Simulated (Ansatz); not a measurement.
# WH+ (singlet): from Hartree-Fock to the top rungs, def2-SVP

How much of the correlation energy of WH+ (singlet) does each wave-function method recover here?

The runs use Ansatz 0.2.0, Gaussian basis; def2-SVP, core rule «outside noble gas», up to 4 orbitals frozen.

The runs, in order: UHF; CCSD(T) on RHF; CCSD(T) on UHF; CISD; CCSDT(Q) on RHF; CCSDT(Q) on UHF; CCSDTQ on RHF; CASSCF and MRCISD+Q, 6 electrons in 7 orbitals; CASSCF and NEVPT2, 6 electrons in 7 orbitals; Full CI.

15 further runs of the same task are left out: 6 that didn't finish, 9 set aside as unsound or not needed.

## (1) The system

The geometry is a PBE0/def2-TZVP stationary point (not a proven minimum) of the parent state, kept for this charge and spin. No spin-orbit coupling is included. Elements past krypton take def2 core potentials.

2 atoms, charge 1, spin multiplicity 1.

Atoms are counted from 1 here; the program's logs count them from 0.

Bond lengths: W1–H2 1.684 Å.

## (2) UHF

Input file in.yaml:

```yaml
crystal:
  periodic: [false, false, false]
  atoms:
    - {symbol: W, position_ang: [0.000000, 0.000000, 0.000000]}
    - {symbol: H, position_ang: [0.000000, 0.000000, 1.684351]}
basis:
  gaussian: {orbitals: def2-SVP}
total_charge: 1
magnetization: {spin_polarized: true, initial_magnetization: 0}
hamiltonian: {xc: hf}
output: {orbitals: {seedname: orbitals}}
```

Run with:

```bash
ansatz run in.yaml --threads 1 --pin off --events-out ev --progress --plain --max-ram 2393MiB
```

After this run come: CCSD(T) on RHF; CCSD(T) on UHF; CISD; CCSDT(Q) on RHF; CCSDT(Q) on UHF; CCSDTQ on RHF; CASSCF and MRCISD+Q, 6 electrons in 7 orbitals; CASSCF and NEVPT2, 6 electrons in 7 orbitals; Full CI.

Before running them: what should the planned runs give, taken together? Wanted: FCI below the RHF energy; RMP2 from FCI; RCCSD from FCI; RCCSD(T) from FCI; RCCSDT(Q) from FCI; NEVPT2 valence from FCI; MRCISD+Q valence from FCI; T1 diagnostic; effectively unpaired electrons.

The runs gave:

```
                         quantity          value
         FCI below the RHF energy     -3.6954 eV
                    RMP2 from FCI  +191.1 kJ/mol
                   RCCSD from FCI   +73.4 kJ/mol
                RCCSD(T) from FCI    +5.6 kJ/mol
               RCCSDT(Q) from FCI    +9.0 kJ/mol
          NEVPT2 valence from FCI   +37.1 kJ/mol
        MRCISD+Q valence from FCI   -11.6 kJ/mol
levels within 1 kcal/mol (43 meV)           none
                    T1 diagnostic          0.027
   effectively unpaired electrons           4.06
```

**Reading.** RCCSD(T) misses by +5.6 kJ/mol, 1.6 % of the correlation energy. RCCSDT, RCCSDTQ, MRCISD valence, MRCISD+Q valence fall below full CI, which methods that aren't variational can do. With 4.1 effectively unpaired electrons against 0 the state is strongly multireference. Coupled cluster on one determinant still stays close here. Of the multireference levels listed MRCISD+Q valence comes nearest in total energy (-11.6 kJ/mol), which doesn't show that its space is the better one. Coupled cluster took another determinant than the lowest Hartree-Fock one. These misses are within one basis, not against nature.
